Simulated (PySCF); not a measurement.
# C3H5AlIN: the cost of one run

Computed with PySCF 2.14.0 and routines of our own; the level stands in each step. Atoms count from 0.

### 1 The system as given

11 atoms, charge 0, multiplicity 1; geometry from: GFN2-xTB.

### 2 Geometry optimisation at PBE0-D3(BJ)/def2-SVP

What the job is given:

```
{"job": {"xc": "PBE0", "basis": "def2-SVP", "d3": "d3bj", "grid": 1, "maxiter": 30, "shake": 0.01, "kind": "geom"}, "charge": 0, "multiplicity": 1}
C     -2.224010    -0.566440     0.010380
C     -1.571120     0.587810    -0.161940
I     -2.501700     2.454770    -0.582350
C     -0.143610     0.684190    -0.084450
N      0.964640     0.807500    -0.033230
Al     2.516560    -0.376910     0.151890
H     -1.710360    -1.462280     0.214010
H     -3.302450    -0.571420    -0.066700
H      1.822300    -1.777130     0.399600
H      3.042680    -0.096140    -1.284910
H      3.145190     0.290230     1.422040
```

On the command line:

```sh
$ OMP_NUM_THREADS=1 python heavy_run.py task.json out
```

One launch serves the whole session: the jobs run in the order shown.

Q: Estimate the wall time and peak memory of this first job on 1 thread of Intel Xeon Platinum 8124M at 3.00GHz, shared host.

About 2.1 min, with a peak of 0.53 GiB.
